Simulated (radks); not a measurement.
# The series with 1 electrons, H to Al¹²⁺

Aim: how levels and radii change as the nucleus grows at a fixed number of electrons, each ion in its NIST ground configuration.

Program: radks (a radial shooting solver on a logarithmic mesh, Libxc functionals) version 1. Level of theory: scalar-relativistic Kohn-Sham, PBE, spin-unpolarised, spherical densities, point nucleus. These are calculated values, not measurements, unless marked.

## (1) Starting point

```
electrons     : 1
ions          : H, He⁺, Li²⁺, Be³⁺, B⁴⁺, C⁵⁺, N⁶⁺, O⁷⁺, F⁸⁺, Ne⁹⁺, Mg¹¹⁺, Al¹²⁺
configuration : NIST ground configuration of each
```

## (2) H, 1s1

Settings of this run:

```text
Z 1
configuration 1s1
relativity scalar-relativistic
functional pbe,pbe
spin unpolarised
nucleus point
c 137.035999084
```

## (3) He⁺, 1s1

Settings of this run:

```text
Z 2
configuration 1s1 2s0 2p0
relativity scalar-relativistic
functional pbe,pbe
spin unpolarised
nucleus point
c 137.035999084
```

## (4) Li²⁺, 1s1

Settings, as their differences from step 3:

```diff
@@ -1,2 +1,2 @@
-Z 2
+Z 3
 configuration 1s1 2s0 2p0
```

## (5) Be³⁺, 1s1

Settings, as their differences from step 4:

```diff
@@ -1,2 +1,2 @@
-Z 3
+Z 4
 configuration 1s1 2s0 2p0
```

## (6) B⁴⁺, 1s1

Settings, as their differences from step 5:

```diff
@@ -1,2 +1,2 @@
-Z 4
+Z 5
 configuration 1s1 2s0 2p0
```

## (7) C⁵⁺, 1s1

Settings, as their differences from step 6:

```diff
@@ -1,2 +1,2 @@
-Z 5
+Z 6
 configuration 1s1 2s0 2p0
```

## (8) N⁶⁺, 1s1

Settings, as their differences from step 7:

```diff
@@ -1,2 +1,2 @@
-Z 6
+Z 7
 configuration 1s1 2s0 2p0
```

## (9) O⁷⁺, 1s1

Settings, as their differences from step 8:

```diff
@@ -1,2 +1,2 @@
-Z 7
+Z 8
 configuration 1s1 2s0 2p0
```

## (10) F⁸⁺, 1s1

Settings, as their differences from step 9:

```diff
@@ -1,2 +1,2 @@
-Z 8
+Z 9
 configuration 1s1 2s0 2p0
```

## (11) Ne⁹⁺, 1s1

Settings, as their differences from step 10:

```diff
@@ -1,2 +1,2 @@
-Z 9
+Z 10
 configuration 1s1 2s0 2p0
```

## (12) Mg¹¹⁺, 1s1

Settings, as their differences from step 11:

```diff
@@ -1,2 +1,2 @@
-Z 10
+Z 12
 configuration 1s1 2s0 2p0
```

## (13) Al¹²⁺, 1s1

Settings, as their differences from step 12:

```diff
@@ -1,2 +1,2 @@
-Z 12
+Z 13
 configuration 1s1 2s0 2p0
```

**Question.** What will these runs give? Wanted: for each run, ion; E; ε(1s); <r>(1s).

**Answer**, as computed:

```tsv
ion	E (hartree)	ε(1s) (eV)	<r>(1s) (bohr)
H	-0.45893	-6.493	1.636
He⁺	-1.90215	-39.130	0.7841
Li²⁺	-4.34457	-98.921	0.5151
Be³⁺	-7.78743	-185.92	0.3834
B⁴⁺	-12.23145	-300.16	0.3053
C⁵⁺	-17.67741	-441.66	0.2536
N⁶⁺	-24.12623	-610.44	0.2169
O⁷⁺	-31.57894	-806.53	0.1894
F⁸⁺	-40.03677	-1030.0	0.1681
Ne⁹⁺	-49.50107	-1280.8	0.1511
Mg¹¹⁺	-71.45544	-1864.7	0.1256
Al¹²⁺	-83.94907	-2197.9	0.1158
```

What this shows: Between H and Al¹²⁺, 1s binds 339 times more strongly and its mean radius falls by a factor 14.1.
